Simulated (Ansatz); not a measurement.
Working through a single point in a Gaussian basis of ClFHISn, SMILES [F][SnH]([Cl])[I]

Program: Ansatz 0.2.0, Python API.

The cells in order, each with its output:

**Cell 1**
```python
from pathlib import Path

import ansatz as az
import numpy as np
```

**Cell 2**
```python
system = (
    az.Crystal.molecule()
    .atom("F", (1.2433, 1.5326, 0.3441))
    .atom("Sn", (0.0006, 0.0487, 0.1604))
    .atom("Cl", (1.2371, -1.9331, 0.1417))
    .atom("I", (-1.321, 0.2568, -2.1797))
    .atom("H", (-1.1101, 0.0212, 1.4921))
)

calc = system.calculation().basis(gaussian="def2-SVP").correlation("mp2").forces().orbitals()
result = calc.run(runs_dir="out")
summary = result.report
```

**Cell 3**
```python
summary["published_state_doubts"]
```
Output:
```text
[]
```

**Cell 4**
```python
summary["positions_ang"]
```
Output:
```text
[[1.2433, 1.5326, 0.3441], [0.0006, 0.0487, 0.1604], [1.2371, -1.9331, 0.1417],
 [-1.321, 0.2568, -2.1797], [-1.1101, 0.0212, 1.4921]]
```

**Cell 5**
```python
summary["converged"], summary["free_energy_ev"]
```
Output:
```text
(True, -29114.6660655973)
```

**Cell 6**
```python
print("reference energy %16.6f eV" % summary["reference_energy_ev"])
print("total energy     %16.6f eV" % summary["free_energy_ev"])
print("occupied (up, down):", summary["n_occupied"], " virtual:", summary["n_virtual"], " frozen:", summary["n_frozen"])
```
Output:
```text
reference energy    -29099.903485 eV
total energy        -29114.666066 eV
occupied (up, down): [23, 23]  virtual: [52, 52]  frozen: 14
```

**Cell 7**
```python
print("correlation energy", round(summary["free_energy_ev"] - summary["reference_energy_ev"], 5), "eV")
cluster = summary["correlation"].get("coupled_cluster")
if cluster:
    print("cycles", cluster["cycles"], " T1 diagnostic", round(cluster["t1_diagnostic"], 4), " largest double", round(cluster["largest_double"], 4))

field = summary["mean_field"]
print("<S^2> =", round(abs(field["state"]["spin_squared"]), 4), " relativity:", field["relativity"])
print("passes:", field["passes"])
if "symmetry" in field:
    print("occupied orbitals by irrep:", field["symmetry"]["occupied"])

symbols = [site.symbol for site in system.cartesian_sites]
print("forces (eV/A)")
for symbol, f in zip(symbols, summary["forces_ev_ang"]):
    print(f"  {symbol:2s} {f[0]:9.4f} {f[1]:9.4f} {f[2]:9.4f}")
```
Output:
```text
correlation energy -14.76258 eV
<S^2> = 0.0  relativity: none
passes: {'evaluations': 13, 'products': 39}
occupied orbitals by irrep: [{'A': 37}, {'A': 37}]
forces (eV/A)
  F    -0.2589   -0.3625   -0.0462
  Sn   -0.4267   -0.0510    0.1679
  Cl   -0.0043    0.2464    0.0096
  I     0.2258    0.0463    0.2767
  H     0.4641    0.1208   -0.4081
```

**Cell 8**
```python
charges = summary["charge_distribution"]
dipole = np.array(charges["dipole_moment_e_ang"]) * 4.803205
print("dipole (D): {:.3f} {:.3f} {:.3f}, length {:.3f}".format(*dipole, np.linalg.norm(dipole)))
print("atom  Mulliken   Lowdin")
for symbol, m, l in zip(symbols, charges["mulliken_charges_e"], charges["lowdin_charges_e"]):
    print(f"{symbol:4s} {m:9.3f} {l:8.3f}")

lines = Path(summary["orbitals_path"]).read_text().splitlines()
field_of = lambda key: [line.split("=")[1].strip() for line in lines if line.startswith(key)]
orbitals = [(27.211386 * float(e), s, float(n)) for e, s, n in zip(field_of("Ene="), field_of("Spin="), field_of("Occup="))]
homo = max(e for e, _, n in orbitals if n > 0.5)
lumo = min(e for e, _, n in orbitals if n < 0.5)
print(f"HOMO {homo:.3f} eV, LUMO {lumo:.3f} eV, gap {lumo - homo:.3f} eV")
```
Output:
```text
dipole (D): -1.914 -0.377 0.780, length 2.101
atom  Mulliken   Lowdin
F       -0.453   -0.182
Sn       1.036    0.131
Cl      -0.283    0.050
I       -0.209    0.079
H       -0.091   -0.077
HOMO -10.853 eV, LUMO 0.717 eV, gap 11.570 eV
```

Caveats:
- Total energies depend on the basis set; only differences at equal settings carry meaning.
- The geometry is a force-field or estimated start, not a minimum of this method, and the basis set is short of its limit.
- def2 sets replace the cores of elements past krypton by effective core potentials.
- The Löwdin charges here are taken after orthogonalising the functions within each atom; they differ from plain Löwdin charges, and their signs can be unphysical.
- Levels such as HOMO and LUMO are orbital energies: in Hartree-Fock the gap is too wide and the LUMO hangs on the basis.
- Inner cores stay frozen; a filled d shell under the valence of the heavier atoms is correlated with it.
- S² is that of the Hartree-Fock reference.
- Hardware and time: 3.3 s on 1 thread of AMD EPYC 9R45 96-Core Processor (Zen 5), on a shared host, peak memory 0.28 GiB.

(Lines on the test bed's own set-up are left out of the output.)
